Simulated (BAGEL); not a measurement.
# CHBClNO (SMILES O=C=NBCl): RI-MP2/def2-SVPD (density fitting with qzvpp-jkfit)

Aim: the energy change on altering one bond length of CHBClNO at RI-MP2/def2-SVPD (density fitting with qzvpp-jkfit), from 2 runs. 

The calculation is run with BAGEL 1.2.2.

1 further run of the same task is left out (set aside as unsound or not needed).

### Step 1. The molecule

CHBClNO has 6 atoms, charge 0, and is taken as a singlet. As SMILES, `O=C=NBCl`. The coordinates come from a PBE0-D4/def2-TZVP relaxation. This is one conformer, not always the lowest.

Bond lengths: O1–C2 1.158 Å, C2–N3 1.201 Å, N3–B4 1.405 Å, B4–Cl5 1.751 Å, B4–H6 1.188 Å. Angles: O1–C2–N3 175.5°, C2–N3–B4 151.0°, N3–B4–Cl5 120.8°, N3–B4–H6 120.8°, Cl5–B4–H6 118.4°.

### Step 2. The energy at RI-MP2/def2-SVPD (density fitting with qzvpp-jkfit)

Input file job.json:

```json
{ "bagel" : [

{
  "title" : "molecule",
  "basis" : "def2-svpd.json",
  "df_basis" : "qzvpp-jkfit",
  "angstrom" : "true",
  "geometry" : [
    { "atom" : "O", "xyz" : [      -0.576200,      -2.573500,      -0.042300 ] },
    { "atom" : "C", "xyz" : [      -0.208400,      -1.485700,       0.108200 ] },
    { "atom" : "N", "xyz" : [       0.227800,      -0.389200,       0.333900 ] },
    { "atom" : "B", "xyz" : [       0.287300,       0.988100,       0.065000 ] },
    { "atom" : "Cl", "xyz" : [      -0.690300,       1.696500,      -1.203300 ] },
    { "atom" : "H", "xyz" : [       1.001700,       1.700000,       0.692200 ] }
  ]
},

{ "title" : "hf" },

{ "title" : "mp2", "ncore" : 9 }

]}
```

The basis set def2-SVPD is read from a file made from the Basis Set Exchange's data (not shown).

Started as:

```
BAGEL_NUM_THREADS=1 BAGEL job.json > job.out
```

The program printed:

```text
* using 1 threads per process

  ===============================================================
  ===============================================================

  *** Geometry ***

  { "atom" : "O", "xyz" : [     -1.088860,     -4.863210,     -0.079935 ] },
  { "atom" : "C", "xyz" : [     -0.393819,     -2.807566,      0.204468 ] },
  { "atom" : "N", "xyz" : [      0.430480,     -0.735481,      0.630980 ] },
  { "atom" : "B", "xyz" : [      0.542918,      1.867238,      0.122832 ] },
  { "atom" : "Cl", "xyz" : [     -1.304478,      3.205920,     -2.273907 ] },
  { "atom" : "H", "xyz" : [      1.892939,      3.212534,      1.308068 ] },

  Number of auxiliary basis functions:      450

  Since a DF basis is specified, we compute 2- and 3-index integrals:
    o Being stored without compression. Storage requirement is 0.050 GB

  Number of basis functions:      118
  Number of electrons      :       44

    * METHOD: MOLECULE                             0.24

  *** RHF ***

  === Nuclear Repulsion ===
   167.8822992090

      * DIIS with orbital gradients will be used.

  === RHF iteration (def2-svpd.json) ===
      0       -651.56195061          0.01515719           0.09
      1       -651.68124045          0.01128934           0.09
      2       -651.75482755          0.00165726           0.09
      3       -651.75657295          0.00088851           0.09
      4       -651.75712715          0.00014762           0.09
      5       -651.75714693          0.00005057           0.10
      6       -651.75715048          0.00001936           0.09
      7       -651.75715125          0.00000761           0.09
      8       -651.75715135          0.00000407           0.08
      9       -651.75715138          0.00000237           0.08
     10       -651.75715139          0.00000126           0.08
     11       -651.75715139          0.00000051           0.09
     12       -651.75715139          0.00000020           0.10
     13       -651.75715139          0.00000007           0.10
     14       -651.75715139          0.00000004           0.10
     15       -651.75715139          0.00000002           0.08
     16       -651.75715139          0.00000001           0.08
     17       -651.75715139          0.00000001           0.09
    * SCF iteration converged.

    * Permanent dipole moment:
           (   -0.261309,    -0.277163,    -0.225722) a.u.

    * METHOD: HF                                   1.82

  *** RHF ***

  === Nuclear Repulsion ===
   167.8822992090

      * DIIS with orbital gradients will be used.

  === RHF iteration (def2-svpd.json) ===
      0       -651.75715139          0.00000000           0.08
    * SCF iteration converged.

    * Permanent dipole moment:
           (   -0.261309,    -0.277163,    -0.225722) a.u.

  === DF-MP2 calculation ===

    * freezing 9 orbitals
    * 3-index integral transformation done
    * assembly done

      MP2 correlation energy:   -0.7008897931      0.06

      MP2 total energy:       -652.4580411834

    * METHOD: MP2                                  0.25

  ===============================================================
```

Run time: 2.6 s. Hardware: 1 thread of Intel Xeon Platinum 8488C (Sapphire Rapids), shared host; peak memory 0.15 GiB.

### Step 3. The distorted shape at the same level

Input file mp2.json:

```json
{ "bagel": [

{
  "title": "molecule",
  "basis": "def2-svpd.json",
  "df_basis": "qzvpp-jkfit",
  "angstrom": true,
  "geometry": [
    { "atom": "O", "xyz": [   -0.641635,   -2.737987,   -0.076157 ] },
    { "atom": "C", "xyz": [   -0.273835,   -1.650187,    0.074343 ] },
    { "atom": "N", "xyz": [    0.227800,   -0.389200,    0.333900 ] },
    { "atom": "B", "xyz": [    0.287300,    0.988100,    0.065000 ] },
    { "atom": "Cl", "xyz": [   -0.690300,    1.696500,   -1.203300 ] },
    { "atom": "H", "xyz": [    1.001700,    1.700000,    0.692200 ] }
  ]
},
{ "title": "hf" },
{ "title": "mp2", "ncore": 9 }

]}
```

The basis set def2-SVPD is read from a file made from the Basis Set Exchange's data (not shown).

Started as:

```
BAGEL_NUM_THREADS=1 BAGEL mp2.json > mp2.out
```

The program printed:

```text
* using 1 threads per process

  ===============================================================
  ===============================================================

  *** Geometry ***

  { "atom" : "O", "xyz" : [     -1.212514,     -5.174046,     -0.143916 ] },
  { "atom" : "C", "xyz" : [     -0.517473,     -3.118401,      0.140488 ] },
  { "atom" : "N", "xyz" : [      0.430480,     -0.735481,      0.630980 ] },
  { "atom" : "B", "xyz" : [      0.542918,      1.867238,      0.122832 ] },
  { "atom" : "Cl", "xyz" : [     -1.304478,      3.205920,     -2.273907 ] },
  { "atom" : "H", "xyz" : [      1.892939,      3.212534,      1.308068 ] },

  Number of auxiliary basis functions:      450

  Since a DF basis is specified, we compute 2- and 3-index integrals:
    o Being stored without compression. Storage requirement is 0.050 GB

  Number of basis functions:      118
  Number of electrons      :       44

    * METHOD: MOLECULE                             0.24

  *** RHF ***

  === Nuclear Repulsion ===
   162.7322602361

      * DIIS with orbital gradients will be used.

  === RHF iteration (def2-svpd.json) ===
      0       -651.48135862          0.01692036           0.09
      1       -651.59658005          0.01360548           0.08
      2       -651.70534451          0.00153689           0.08
      3       -651.70741647          0.00074060           0.09
      4       -651.70782135          0.00019432           0.08
      5       -651.70785355          0.00006559           0.10
      6       -651.70785916          0.00002438           0.08
      7       -651.70786043          0.00001093           0.08
      8       -651.70786065          0.00000639           0.08
      9       -651.70786073          0.00000368           0.08
     10       -651.70786076          0.00000191           0.08
     11       -651.70786077          0.00000094           0.08
     12       -651.70786077          0.00000035           0.08
     13       -651.70786077          0.00000013           0.08
     14       -651.70786077          0.00000007           0.08
     15       -651.70786077          0.00000004           0.08
     16       -651.70786077          0.00000002           0.08
     17       -651.70786077          0.00000001           0.08
     18       -651.70786077          0.00000001           0.10
    * SCF iteration converged.

    * Permanent dipole moment:
           (   -0.103072,     0.313377,    -0.190547) a.u.

    * METHOD: HF                                   1.83

  *** RHF ***

  === Nuclear Repulsion ===
   162.7322602361

      * DIIS with orbital gradients will be used.

  === RHF iteration (def2-svpd.json) ===
      0       -651.70786077          0.00000001           0.08
    * SCF iteration converged.

    * Permanent dipole moment:
           (   -0.103071,     0.313378,    -0.190546) a.u.

  === DF-MP2 calculation ===

    * freezing 9 orbitals
    * 3-index integral transformation done
    * assembly done

      MP2 correlation energy:   -0.7184455394      0.06

      MP2 total energy:       -652.4263063099

    * METHOD: MP2                                  0.25

  ===============================================================
```

Run time: 2.6 s. Hardware: 1 thread of Intel Xeon Platinum 8488C (Sapphire Rapids), shared host; peak memory 0.15 GiB.

### Step 4. Summary of results

At RI-MP2/def2-SVPD (density fitting with qzvpp-jkfit), 9 core orbitals frozen:

```
                                                         quantity          value
                                        first shape: total energy  -652.45804 Eh
         first shape: correlation energy (9 core orbitals frozen)     -700.9 mEh
                                    distorted shape: total energy  -652.42631 Eh
     distorted shape: correlation energy (9 core orbitals frozen)     -718.4 mEh
energy change with the C2–N3 bond stretched from 1.201 to 1.382 Å       0.864 eV
```

With the C2–N3 bond stretched from 1.201 to 1.382 Å the energy rises by 0.86 eV (83.3 kJ/mol). The first shape isn't relaxed at this level, so the change isn't measured from a minimum.
